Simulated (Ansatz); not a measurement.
This script makes a test of the smearing width of CaIr2, space group Fd-3m with Ansatz's Python interface.

Script `cair2_smear.py`:
```python
# -*- coding: utf-8 -*-
"""Smearing width test for CaIr2."""

import warnings

import ansatz as az
from pymatgen.core import Lattice, Structure
from pymatgen.io.ase import AseAtomsAdaptor
from tabulate import tabulate

MESH = (6, 6, 6)
XC = "pbesol"
TOLERANCE = 1e-09


def main():
    warnings.simplefilter("ignore", az.DeckWarning)

    pmg_structure = Structure(
        Lattice([[0.0, 3.771158, 3.771158], [3.771158, 0.0, 3.771158], [3.771158, 3.771158, 0.0]]),
        ["Ca", "Ca", "Ir", "Ir", "Ir", "Ir"],
        [
            [0.25, 0.25, 0.25],
            [0.0, 0.0, 0.0],
            [0.625, 0.625, 0.625],
            [0.125, 0.625, 0.625],
            [0.625, 0.125, 0.625],
            [0.625, 0.625, 0.125],
        ],
    )
    structure = az.Crystal.from_ase(AseAtomsAdaptor.get_atoms(pmg_structure))

    setup = (
        structure.calculation()
        .kpoints(*MESH)
        .functional(XC)
        .pseudopotentials("paw", azcp={"folder": "soft_1"})
        .scf(tolerance=TOLERANCE)
        .basis(41 * az.Ry)
        .forces()
        .stress()
    )

    rows = []
    for value in [0.3, 0.2, 0.1, 0.05]:
        report = setup.occupations("methfessel_paxton", width=value).run(threads=1).report
        rows.append((value, report["free_energy_ev"] / len(report["lattice"]["sites"]), report["n_iterations"], sum(report["stress_gpa"][i][i] for i in range(3)) / 3, max(abs(f) for row in report["forces_ev_ang"] for f in row), report["n_kpoints"]))

    print(tabulate(rows, headers=["width (eV)", "F/atom (eV)", "iterations", "P (GPa)", "max component (eV/A)", "k-points"], floatfmt=".4f", tablefmt="grid"))

    # the last row is the reference
    for row in rows[:-1]:
        shift = 1000 * (row[1] - rows[-1][1])
        print(f"{row[0]}: {shift:+.2f} meV/atom" + ("  (within 1 meV)" if abs(shift) < 1 else ""))


if __name__ == "__main__":
    main()
```

How much does the free energy per atom change between the narrowest and the widest smearing, and why?

Going from 0.05 to 0.3 eV changes F by -0.5 meV an atom. This scheme is built to cancel the term in the square of the width, so the shifts stay small and are partly the mesh's error. The pressure moves from -4.15 to -4.15 GPa.

The output:

```console
$ python cair2_smear.py
+--------------+---------------+--------------+-----------+------------------------+------------+
|   width (eV) |   F/atom (eV) |   iterations |   P (GPa) |   max component (eV/A) |   k-points |
+==============+===============+==============+===========+========================+============+
|       0.3000 |    -8465.2841 |           10 |   -4.1478 |                 0.0000 |         16 |
+--------------+---------------+--------------+-----------+------------------------+------------+
|       0.2000 |    -8465.2839 |           10 |   -4.1445 |                 0.0000 |         16 |
+--------------+---------------+--------------+-----------+------------------------+------------+
|       0.1000 |    -8465.2836 |           10 |   -4.1425 |                 0.0000 |         16 |
+--------------+---------------+--------------+-----------+------------------------+------------+
|       0.0500 |    -8465.2836 |           10 |   -4.1488 |                 0.0000 |         16 |
+--------------+---------------+--------------+-----------+------------------------+------------+
0.3: -0.54 meV/atom  (within 1 meV)
0.2: -0.28 meV/atom  (within 1 meV)
0.1: -0.01 meV/atom  (within 1 meV)
```

No spin polarisation was allowed. For a metal this k-point mesh is coarse: on a finer one energies can move by several to tens of meV an atom and pressures by half a GPa or more, differences at one mesh by less. The program warned that this SCF threshold is loose for forces or stresses. Forces vanish by symmetry here and test nothing. The PAW files read here were made with PBE, not with each functional that runs on them. The narrowest width needs the finest mesh, so the last row is no converged reference. Pressure is positive in compression. Spin-orbit coupling, which matters for elements this heavy, is left out. This cell is a computed structure, which may not be the phase found in nature. The script silences the warnings on its input, which a real study should read. Hardware and time: 39 s on 1 thread of Intel(R) Xeon(R) Processor @ 2.30GHz, on a shared host, peak memory 0.71 GiB.
